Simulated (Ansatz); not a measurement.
# ClFH₂N₂W: small, medium and large basis sets

The task here is to estimate one member of a computed series from the others.

Computed with Ansatz 0.2.0, Gaussian basis. Level: one geometry, several basis sets.

Levels to be run: PBE0-D4/def2-SVP; ωB97M-V/def2-SVP; PBE0-D4/def2-QZVPP; ωB97M-V/def2-QZVPP; the functionals' def2-TZVPP values are taken from earlier runs.

### Structure used throughout

All runs share one geometry, relaxed beforehand with PBE0-D4 in a triple-zeta def2 set. W takes the def2 core potential; no spin-orbit term is included.

SMILES `[NH]=[W](=[NH])([F])[Cl]`, 7 atoms, charge 0, spin multiplicity 1.

Atoms are counted from 1 here; the program's logs count them from 0.

Bond lengths: N1–W2 1.738 Å, N1–H6 1.008 Å, W2–N3 1.738 Å, W2–F4 1.867 Å, W2–Cl5 2.279 Å, N3–H7 1.008 Å. Angles: W2–N1–H6 155.2°, N1–W2–N3 110.1°, N1–W2–F4 108.3°, N1–W2–Cl5 107.6°, N3–W2–F4 108.3°, N3–W2–Cl5 107.6°, F4–W2–Cl5 115.1°, W2–N3–H7 155.2°.

The first run:

in.yaml reads:

```yaml
crystal:
  periodic: [false, false, false]
  atoms:
    - {symbol: N, position_ang: [-1.175561, 0.515072, 0.768055]}
    - {symbol: W, position_ang: [-0.101332, 0.002509, -0.498726]}
    - {symbol: N, position_ang: [1.297774, -0.771610, 0.182923]}
    - {symbol: F, position_ang: [-1.000365, -1.242558, -1.560869]}
    - {symbol: Cl, position_ang: [0.611179, 1.869850, -1.592987]}
    - {symbol: H, position_ang: [-1.463126, 0.652158, 1.724856]}
    - {symbol: H, position_ang: [1.892629, -1.093421, 0.930947]}
basis:
  gaussian: {orbitals: def2-SVP}
hamiltonian: {xc: pbe0, dispersion: d4}
output: {orbitals: {seedname: orbitals}}
```

Started as:

```bash
ansatz run in.yaml --threads 4 --pin off --events-out ev --progress --plain --max-ram 10444MiB
```

Among the steps run: PBE0-D4 in def2-SVP; ωB97M-V in def2-SVP; PBE0-D4 in def2-QZVPP; ωB97M-V in def2-QZVPP.

One of the session's tables, all rows but one given; the rest of the session is left out.

It belongs to the step «Functionals by basis». 

| functional | basis | HOMO (eV) | LUMO (eV) |
| --- | --- | --- | --- |
| PBE0-D4 | def2-SVP | -8.20 | -1.83 |
| PBE0-D4 | def2-TZVPP | -8.23 | -1.96 |
| PBE0-D4 | def2-QZVPP | -8.26 | -2.01 |
| ωB97M-V | def2-SVP | ? | ? |
| ωB97M-V | def2-TZVPP | -10.43 | 0.13 |
| ωB97M-V | def2-QZVPP | -10.47 | 0.05 |

Q: Estimate the row for ωB97M-V, def2-SVP from the others.

The run gave: HOMO (eV): -10.38; LUMO (eV): 0.27. In the column «HOMO (eV)» it lies between ωB97M-V, def2-TZVPP (-10.43) and PBE0-D4, def2-QZVPP (-8.26).
